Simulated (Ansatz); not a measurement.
# CdF2 (Fm-3m): short molecular-dynamics run

How do the atoms of CdF2 (Fm-3m) move over a short run? A script is to give a short molecular-dynamics run; the system is CdF2 (Fm-3m).

Computed with Ansatz 0.2.0 through its Python package. Level of theory: DFT LDA, plane waves, PAW.

## Step 1: Starting point

The structure is cubic, space group Fm-3m (No. 225). Conventional cell: a = 5.388 Å, b = 5.388 Å, c = 5.388 Å, α = 90.00°, β = 90.00°, γ = 90.00°. Cd (site symmetry m-3m) has 8 F at 2.33 Å as nearest neighbours. F (site symmetry -43m) has 4 Cd at 2.33 Å as nearest neighbours.

The script holds or builds the structure itself.

## Step 2: The script

File cdf2_md.py:

```python
"""A few tens of MD steps for CdF2."""

import logging
import sys

import ansatz as az
import numpy as np

logging.basicConfig(stream=sys.stdout, format="%(levelname)s:%(name)s:%(message)s")
logger = logging.getLogger("run")
logger.setLevel(logging.INFO)

XC = "LDA"
OCCUPATIONS = "fixed"
N_STEPS = 15
TEMPERATURE_K = 500


def main() -> None:
    cell = (
        az.Lattice.of([0.0, 2.694, 2.694], [2.694, 0.0, 2.694], [2.694, 2.694, 0.0])
        .atom("Cd", [0.0, 0.0, 0.0])
        .atom("F", [0.25, 0.25, 0.25])
        .atom("F", [0.75, 0.75, 0.75])
    )

    # a coarse mesh keeps each step cheap
    setup = (
        cell.supercell(2, 1, 1).calculation()
        .functional(XC)
        .kpoints(3)
        .occupations(OCCUPATIONS)
        .md("npt_langevin", timestep=3.0, steps=N_STEPS, temperature=TEMPERATURE_K, pressure=0, initial_velocities="maxwell_boltzmann", seed=717)
    )
    steps = []


    def collect(event):
        if event["event"] == "md_step":
            steps.append(event["data"])


    done = setup.session().plan().execute(on_event=collect)
    rep = done.report

    logger.info(" step   t (fs)     E_pot (eV)   E_kin (eV)    T (K)   P (GPa)")
    for s in steps[::1]:
        logger.info(f"{s['step']:5d} {s['time_fs']:8.1f} {s['lagrangian_ev']:14.4f} {s['e_kin_ev']:12.4f} {s['temperature_k']:8.1f} {s['instantaneous_pressure_gpa']:9.3f}")

    temperature = np.array([s["temperature_k"] for s in steps])
    logger.info(f"mean temperature of the second half {temperature[len(steps) // 2 :].mean():.1f} K")

    track = np.array([s["positions_ang"] for s in steps])
    names = np.array([site.symbol for site in done.lattice.sites])
    for name in sorted(set(names)):
        msd = ((track[:, names == name] - track[0, names == name]) ** 2).sum(axis=2).mean(axis=1)
        print(f"mean square displacement of {name} (A^2):", np.round(msd[:: max(len(msd) // 6, 1)], 4))

    kept = np.array([s["conserved_ev"] for s in steps], float)
    logger.info(f"conserved energy drifts by {1000 * (kept[-1] - kept[0]) / len(done.lattice.sites):+.3f} meV/atom")


if __name__ == "__main__":
    main()
```

## Step 3: The input behind the calls

The package turns the script's settings into the engine's input:

```yaml
crystal:
  lattice:
    - [0.0, 2.694, 2.694]
    - [2.694, 0.0, 2.694]
    - [2.694, 2.694, 0.0]
  atoms:
    - { symbol: Cd, position: [0.0, 0.0, 0.0] }
    - { symbol: F, position: [0.25, 0.25, 0.25] }
    - { symbol: F, position: [0.75, 0.75, 0.75] }
  supercell: [2, 1, 1]
kpoints:
  mp_grid:
    grid: [3, 3, 3]
hamiltonian:
  xc: lda
scf:
  occupations:
    method: fixed
md:
  timestep: 3.0
  n_steps: 15
  ensemble: npt_langevin
  temperature: 500.0
  pressure: 0.0
  initial_velocities: maxwell_boltzmann
  seed: 717
```

## Step 4: Running it

On the command line:

```bash
$ python cdf2_md.py
```

Q: Predict the main results. Wanted: free energy; mean temperature, second half; farthest move; largest change of the conserved energy.

The runs gave:

| quantity | value |
| --- | --- |
| free energy | -19412.5372 eV (of the supercell) |
| length of the run | 15 steps, 45 fs |
| mean temperature, second half | 207 K |
| farthest move | 0.17 Å |
| largest change of the conserved energy | 0.25 meV/atom |

**Reading.** The temperature swings between 107 and 436 K, with a mean of 207 K in the second half; from a start near a minimum about half of the kinetic energy passes into potential energy. The conserved energy stays within 0.25 meV/atom, so the time step holds. 45 fs show the first vibrations only, not equilibrium. The conserved energy holds the terms of thermostat and barostat. A small cell, a coarse mesh and a very short run: it shows the set-up and gives no equilibrium averages.
